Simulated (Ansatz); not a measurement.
**NH₃Br (doublet): wave-function methods side by side at distance N1–H4 along a hydrogen transfer = 1.708 Å, cc-pVDZ**

Aim: climb from Hartree-Fock through coupled cluster and multireference methods for NH₃Br (doublet) at one geometry and basis, and see what each rung misses.

Program: Ansatz 0.2.0, Gaussian basis. Level of theory: cc-pVDZ, correlated electrons: outside noble gas. These are calculated values, not measurements.

The runs, in order: UHF; CCSD(T) on ROHF; CCSD(T) on UHF; BCCD(T) on ROHF; CISD; CCSDT(Q) on ROHF; CCSDT(Q) on UHF; CASSCF and MRCISD+Q, 3 electrons in 3 orbitals; CASSCF and NEVPT2, 3 electrons in 3 orbitals; CASSCF and NEVPT2, 15 electrons in 11 orbitals.

### Step 1. What is computed

The geometry derives from fragments relaxed apart (PBE0/def2-TZVP) and kept rigid, so it is no stationary point. A hydrogen atom is moved between rigid fragments. No spin-orbit coupling is included. The filled d shell of Br may be among the frozen orbitals whatever the setting's name suggests; the logs give the count.

5 atoms, charge 0, spin multiplicity 2.

Atoms are counted from 1 here; the program's logs count them from 0.

Bond lengths: N1–H2 1.012 Å, N1–H3 1.012 Å, H4–Br5 1.530 Å. Angles: H2–N1–H3 107.1°.

In the tables R marks a restricted open-shell determinant and U an unrestricted one; 'pair' is the active space of 3 electrons in 3 orbitals; 'valence' is the active space of 15 electrons in 11 orbitals; correlation energies count from the lowest restricted Hartree-Fock solution.

### Step 2. UHF

Input file in.yaml:

```yaml
crystal:
  periodic: [false, false, false]
  atoms:
    - {symbol: N, position_ang: [-2.680690, -0.005881, -0.009153]}
    - {symbol: H, position_ang: [-2.977970, 0.961952, -0.009152]}
    - {symbol: H, position_ang: [-2.977969, -0.408181, 0.871107]}
    - {symbol: H, position_ang: [-0.972690, -0.005881, -0.009153]}
    - {symbol: Br, position_ang: [0.557310, -0.005880, -0.009153]}
basis:
  gaussian: {orbitals: cc-pVDZ}
magnetization: {spin_polarized: true, initial_magnetization: 1}
hamiltonian: {xc: hf}
output: {orbitals: {seedname: orbitals}}
```

Started as:

```bash
ansatz run in.yaml --threads 1 --pin off --events-out ev --progress --plain --max-ram 2393MiB
```

Further steps of the session: CCSD(T) on ROHF; CCSD(T) on UHF; BCCD(T) on ROHF; CISD; CCSDT(Q) on ROHF; CCSDT(Q) on UHF; CASSCF and MRCISD+Q, 3 electrons in 3 orbitals; CASSCF and NEVPT2, 3 electrons in 3 orbitals; CASSCF and NEVPT2, 15 electrons in 11 orbitals.

**Question.** What will the summary of the whole plan be? Wanted: correlation energy, UCCSDT(Q); RMP2 from UCCSDT(Q); UMP2 from UCCSDT(Q); RCCSD from UCCSDT(Q); RCCSD(T) from UCCSDT(Q); UCCSD(T) from UCCSDT(Q); RCCSDT(Q) from UCCSDT(Q); NEVPT2 pair from UCCSDT(Q); MRCISD+Q pair from UCCSDT(Q).

As calculated:

```
                                      quantity                                                   value
                 correlation energy, UCCSDT(Q)                                              -8.7157 eV
                           RMP2 from UCCSDT(Q)                                             +1073.3 meV
                           UMP2 from UCCSDT(Q)                                             +1076.7 meV
                          RCCSD from UCCSDT(Q)                                              +187.5 meV
                       RCCSD(T) from UCCSDT(Q)                                               +32.5 meV
                       UCCSD(T) from UCCSDT(Q)                                               +32.0 meV
                      RCCSDT(Q) from UCCSDT(Q)                                                +0.7 meV
                    NEVPT2 pair from UCCSDT(Q)                                             +1051.5 meV
                  MRCISD+Q pair from UCCSDT(Q)                                               +78.0 meV
                 NEVPT2 valence from UCCSDT(Q)                                             +1359.5 meV
levels of the table within 1 kcal/mol (43 meV)  RCCSD(T), UCCSD(T), BCCD(T), RCCSDT, UCCSDT, RCCSDT(Q)
                                 T1 diagnostic                                                   0.015
                effectively unpaired electrons                                                    1.02
```

RCCSD(T) misses by +32.5 meV, 0.4 % of the correlation energy. One determinant dominates. Of the multireference levels listed MRCISD+Q pair comes nearest in total energy (+78.0 meV), which doesn't show that its space is the better one. These misses are within one basis, not against nature; the frozen cores of restricted and unrestricted runs differ, which can shift their rows.
